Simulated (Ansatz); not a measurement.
# Sb6Se (Pm-3m) in Ansatz: equation of state, part 2 of 2

Ansatz 0.2.0. The steps go on from the part before.

## (8) Single point, PBE, 62.95 Å³/atom (volume scaled by 1.06)

Contents of input.yaml:

```yaml
crystal:
  lattice:
    - [7.609706966, 0.0, 0.0]
    - [0.0, 7.609706966, 0.0]
    - [0.0, 0.0, 7.609706966]
  atoms:
    - { symbol: Sb, position: [0.21116, 0.5, 0.5] }
    - { symbol: Sb, position: [0.5, 0.21116, 0.5] }
    - { symbol: Sb, position: [0.78884, 0.5, 0.5] }
    - { symbol: Sb, position: [0.5, 0.78884, 0.5] }
    - { symbol: Sb, position: [0.5, 0.5, 0.21116] }
    - { symbol: Sb, position: [0.5, 0.5, 0.78884] }
    - { symbol: Se, position: [0.0, 0.0, 0.0] }
hamiltonian:
  xc: pbe
  pseudopotentials: { kind: paw }
kpoints:
  mp_grid: { grid: [4, 4, 4] }
scf:
  occupations: { method: fermi_dirac, width: 0.05 }
output:
  forces: true
  stress: true
  eigenvalues: true
```

Potentials or basis: Ansatz PAW.

Started as:

```sh
> ansatz run input.yaml --threads 4 --pin off --max-ram 10240MiB --backend cpu --events-out ev --progress --plain --runs-dir out
```

The log of the run:

```text
Warning: RAYON_NUM_THREADS=4 ignored (pool sized by the plan → 4); use --threads N
Engine: ansatz 0.2.0, aarch64-unknown-linux-gnu
Pseudopotentials: kind: paw
Pseudopotential: Sb, paw, valence charge 15, recommended cutoff 420 eV (normal), Sb.paw.azcp
Pseudopotential: Se, paw, valence charge 16, recommended cutoff 420 eV (normal), Se.paw.azcp
Functional definition: PBE
  parameter kappa = 0.804
  parameter beta = 0.06672455060314922
  exchange = pbe_x(kappa = kappa, mu = beta*pi^2/3)
  correlation = pbe_c(beta = beta)
Crystal: 7 atoms, lattice volume = 440.660 Å³
Basis set: ecut = 420 eV, 8601 PW (Γ), exchange–correlation on 108×108×108 points (8 copies of the dense FFT grid, shifted against one another)
Bands: 64, of which v1, the nominal top of the filled ones, is band 53 counted from 1 (52 counted from 0)
Symmetry: 48 space group operations
Space group: Pm-3m (ITA 221), of the structure as read, at distance tolerance 7.6e-5 Å
k-points: 10 of 64
Non-local potential: Sb, projectors of the file, l = 0: 2, l = 1: 2, l = 2: 2, l = 3: 2
Non-local potential: Se, projectors of the file, l = 0: 2, l = 1: 2, l = 2: 3, l = 3: 1
[... 39 lines left out ...]
  E_xc         = -925.104140
  E_vxc        = -661.637313  (∫ρ·V_xc dr)
  E_paw        = -29358.537240  (= ΣΔE_a)
  E_vpaw       = -2739.412804  (= ΣTr[D̂ρ^β])
  E_aug_tail   = -0.000601  (compensation charges beyond the density's cutoff)
  E_ewald      = -6445.959743
  E_smearing   = -0.196635  (= −TS)
  E_closure    = -0.000000  (closes the sum)
  Σ components = -44369.824199   (vs F -44369.824199, Δ=0.00e0)
--- Forces (eV/Å), atoms counted from 1 ---
  atom   1  Sb     0.42338507     0.00000000    -0.00000000
  atom   2  Sb    -0.00000000     0.42338507     0.00000000
  atom   3  Sb    -0.42338507    -0.00000000     0.00000000
  atom   4  Sb     0.00000000    -0.42338507     0.00000000
  atom   5  Sb    -0.00000000    -0.00000000     0.42338507
  atom   6  Sb    -0.00000000     0.00000000    -0.42338507
  atom   7  Se     0.00000000    -0.00000000    -0.00000000
  max |Σ_I F_I| component: 5.57e-16 eV/Å
--- Stress (GPa, compression-positive) ---
       -1.014540       0.000000      -0.000000
       -0.000000      -1.014540       0.000000
        0.000000       0.000000      -1.014540
  P = ⅓ Tr σ = -1.0145 GPa (-10.145 kbar)
--- Band table (eV; the first three rows and the last of 10) ---
  k-point 0: bands = ["-44.3359", "-44.3359", "-44.3359", "-44.3359", "-44.3359", "-27.5080", "-27.4680", "-27.4680", "-27.4680", "-27.4493", "-27.4493", "-27.4493", "-27.4324", "-27.4324", "-27.4312", "-27.4312", "-27.4312", "-27.3917", "-27.3894", "-27.3894", "-27.3863", "-27.3863", "-27.3863", "-27.3639", "-27.3639", "-27.3639", "-27.3517", "-27.3517", "-27.3425", "-27.3425", "-27.3425", "-27.3402", "-27.3402", "-27.3402", "-27.3228", "-9.9760", "-8.7330", "-7.0416", "-7.0416", "-7.0416", "-6.6172", "-6.6172", "-3.0435", "-0.6629", "-0.6629", "-0.6629", "0.4998", "0.4998", "0.4998", "1.3385", "1.3385", "1.3385", "1.7639", "1.7639", "1.7639", "2.3469", "2.3469", "3.6957", "3.6957", "3.6957", "5.1075", "5.1075", "5.1075", "5.3216"]
  k-point 1: bands = ["-44.3359", "-44.3359", "-44.3359", "-44.3359", "-44.3359", "-27.5033", "-27.4727", "-27.4727", "-27.4680", "-27.4616", "-27.4464", "-27.4464", "-27.4324", "-27.4314", "-27.4277", "-27.4277", "-27.4239", "-27.3919", "-27.3899", "-27.3889", "-27.3867", "-27.3855", "-27.3855", "-27.3640", "-27.3640", "-27.3632", "-27.3521", "-27.3517", "-27.3467", "-27.3467", "-27.3425", "-27.3407", "-27.3383", "-27.3383", "-27.3225", "-9.9325", "-8.7332", "-7.5537", "-7.0386", "-7.0386", "-6.6169", "-6.0593", "-2.7696", "-0.8335", "-0.8335", "-0.6616", "-0.3918", "0.6116", "0.6116", "1.3145", "1.5970", "1.5970", "1.6943", "1.7630", "1.7630", "2.2936", "2.3479", "3.7369", "3.7369", "4.3159", "4.7303", "4.7303", "5.1080", "5.7063"]
  k-point 2: bands = ["-44.3359", "-44.3359", "-44.3359", "-44.3359", "-44.3359", "-27.4963", "-27.4762", "-27.4762", "-27.4730", "-27.4679", "-27.4449", "-27.4449", "-27.4324", "-27.4316", "-27.4241", "-27.4241", "-27.4186", "-27.3922", "-27.3905", "-27.3885", "-27.3870", "-27.3843", "-27.3843", "-27.3642", "-27.3642", "-27.3625", "-27.3526", "-27.3517", "-27.3500", "-27.3500", "-27.3425", "-27.3413", "-27.3375", "-27.3375", "-27.3223", "-9.8844", "-8.7336", "-7.8322", "-7.0355", "-7.0355", "-6.6165", "-5.7443", "-2.0594", "-1.5759", "-0.9660", "-0.9660", "-0.6602", "0.6722", "0.6722", "1.2912", "1.7291", "1.7615", "1.7615", "1.9141", "1.9141", "2.1544", "2.3488", "3.9591", "3.9591", "4.1302", "4.1302", "4.6936", "5.1084", "6.6026"]
  k-point 9: bands = ["-44.3359", "-44.3359", "-44.3359", "-44.3359", "-44.3359", "-27.4834", "-27.4834", "-27.4834", "-27.4687", "-27.4687", "-27.4687", "-27.4523", "-27.4208", "-27.4208", "-27.4208", "-27.4069", "-27.4069", "-27.4069", "-27.3931", "-27.3882", "-27.3882", "-27.3759", "-27.3759", "-27.3628", "-27.3628", "-27.3628", "-27.3588", "-27.3588", "-27.3588", "-27.3531", "-27.3531", "-27.3359", "-27.3359", "-27.3359", "-27.3213", "-9.6663", "-8.7329", "-7.8251", "-7.8251", "-7.8251", "-5.0650", "-5.0650", "-1.4655", "-1.4655", "-1.4655", "-1.2217", "-1.2217", "-1.2217", "0.0086", "1.7579", "1.7579", "1.7579", "2.4132", "2.4132", "2.4132", "3.1335", "3.1335", "3.1335", "3.3206", "3.3206", "3.3206", "5.7391", "6.6085", "6.6085"]
```

It took 12 s on 4 threads of Arm Neoverse N1, shared host; peak memory 1 GiB.

Results:

| Property | Result |
| --- | --- |
| Free energy | -44369.8242 eV |
| Pressure | -1.0 GPa |
| Largest force | 0.423 eV/Å |
| Band gap on the k mesh | none (metal or under the smearing width) |

## (9) Equation of state, PBE

Potentials or basis: Ansatz PAW.

This step only gathers the single runs of the series.

Results:

```
Equilibrium volume                        : 59.53 Å³/atom
Bulk modulus at fixed shape and positions : 21 GPa
Pressure derivative of the bulk modulus   : 4.4
```

Energy against volume, from the lowest point:
```
volume (Å³/atom)  energy (meV/atom)
          55.825              16.61
          57.013               7.38
          58.200               1.97
          59.388               0.00
          60.576               1.12
          61.764               4.99
          62.951              11.35
```

Caveat: the cell was scaled at fixed shape and fractional positions, which overstates the stiffness of a crystal with free parameters, most of all of layers and chains. The run has no spin-orbit coupling, so splittings on Sb are missing.
